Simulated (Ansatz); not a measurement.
# H₆O₄SSi₂: one species, many methods

One table from this session's results is given with a row withheld; the runs are named, their logs left out.

Computed with Ansatz 0.2.0, Gaussian basis. Level: functionals in def2-TZVPP, the program's frozen cores in correlated methods.

Levels to be run: PBE-D4, r2SCAN-D4, PBE0-D4, B3LYP-D4, ωB97X-V, ωB97M-V, B2PLYP; CCSD(T)/def2-TZVPP; MP2/def2-QZVPP; extrapolation to the limit.

### The relaxed structure

The geometry comes from an earlier relaxation with PBE0-D4 in a triple-zeta def2 set; it is a stationary point, not always the lowest conformer.

SMILES `O[SiH](O)S[SiH](O)O`, 13 atoms, charge 0, spin multiplicity 1.

Atoms are counted from 1 here; the program's logs count them from 0.

Bond lengths: O1–Si2 1.631 Å, O1–H8 0.959 Å, Si2–O3 1.627 Å, Si2–S4 2.159 Å, Si2–H9 1.470 Å, O3–H10 0.966 Å, S4–Si5 2.126 Å, Si5–O6 1.634 Å, Si5–O7 1.649 Å, Si5–H11 1.474 Å, O6–H12 0.958 Å, O7–H13 0.961 Å. Angles: Si2–O1–H8 118.3°, O1–Si2–O3 114.8°, O1–Si2–S4 106.8°, O1–Si2–H9 104.8°, O3–Si2–S4 109.8°, O3–Si2–H9 108.7°, S4–Si2–H9 111.9°, Si2–O3–H10 119.8°, Si2–S4–Si5 99.3°, S4–Si5–O6 107.7°, S4–Si5–O7 112.0°, S4–Si5–H11 111.8°, O6–Si5–O7 107.6°, O6–Si5–H11 113.3°, O7–Si5–H11 104.4°, Si5–O6–H12 118.4°, Si5–O7–H13 116.1°.

Set-up of the first run:

Input file in.yaml:

```yaml
crystal:
  periodic: [false, false, false]
  atoms:
    - {symbol: O, position_ang: [1.770882, -2.202276, -1.300964]}
    - {symbol: Si, position_ang: [1.541702, -0.918861, -0.320237]}
    - {symbol: O, position_ang: [1.542367, 0.523496, -1.072498]}
    - {symbol: S, position_ang: [-0.348267, -1.223808, 0.677510]}
    - {symbol: Si, position_ang: [-0.957444, 0.802670, 0.887003]}
    - {symbol: O, position_ang: [-2.449042, 0.805416, 1.554607]}
    - {symbol: O, position_ang: [-1.060051, 1.570264, -0.568377]}
    - {symbol: H, position_ang: [1.082327, -2.422500, -1.930589]}
    - {symbol: H, position_ang: [2.670526, -0.958983, 0.621033]}
    - {symbol: H, position_ang: [0.707053, 0.984517, -1.226628]}
    - {symbol: H, position_ang: [0.024655, 1.594004, 1.648914]}
    - {symbol: H, position_ang: [-2.691595, 0.079560, 2.131103]}
    - {symbol: H, position_ang: [-1.833104, 1.366491, -1.100876]}
basis:
  gaussian: {orbitals: def2-TZVPP}
hamiltonian: {xc: pbe, dispersion: d4}
output: {forces: true, orbitals: {seedname: orbitals}}
```

Launch:

```
$ ansatz run in.yaml --threads 2 --pin off --events-out ev --progress --plain --max-ram 20480MiB --backend cuda --devices 0, --max-vram 18GiB
```

Steps of the session up to this table: PBE-D4 (GGA); r2SCAN-D4 (meta-GGA); PBE0-D4 (hybrid); B3LYP-D4 (hybrid); ωB97X-V (range-separated); ωB97M-V (range-separated); B2PLYP (double hybrid); CCSD(T) in def2-TZVPP; MP2 in def2-QZVPP.

One of the session's tables, all rows but one given; the rest of the session is left out.

| method | atomisation energy (kJ/mol) |
| --- | --- |
| PBE-D4 | 5087.5 |
| r2SCAN-D4 | 5050.3 |
| PBE0-D4 | 4972.0 |
| B3LYP-D4 | 4995.5 |
| ωB97X-V | 5053.1 |
| ωB97M-V | 5061.0 |
| B2PLYP | ? |
| HF/def2-TZVPP | 3525.9 |
| MP2/def2-TZVPP | 5046.6 |
| CCSD/def2-TZVPP | 4808.5 |
| CCSD(T)/def2-TZVPP | 4895.7 |
| MP2/CBS | 5223.9 |
| CCSD(T)/CBS | 5073.0 |

Estimate the missing values for B2PLYP.

As computed: atomisation energy (kJ/mol): 4959.6. In the column «atomisation energy (kJ/mol)» it lies between CCSD(T)/def2-TZVPP (4895.7) and PBE0-D4 (4972.0).

Caveats from the session: Free atoms (4 O, 2 Si, 1 S, 6 H) were run apart at each level; the atomisation energy is their sum less the molecule, without zero-point or spin-orbit terms.
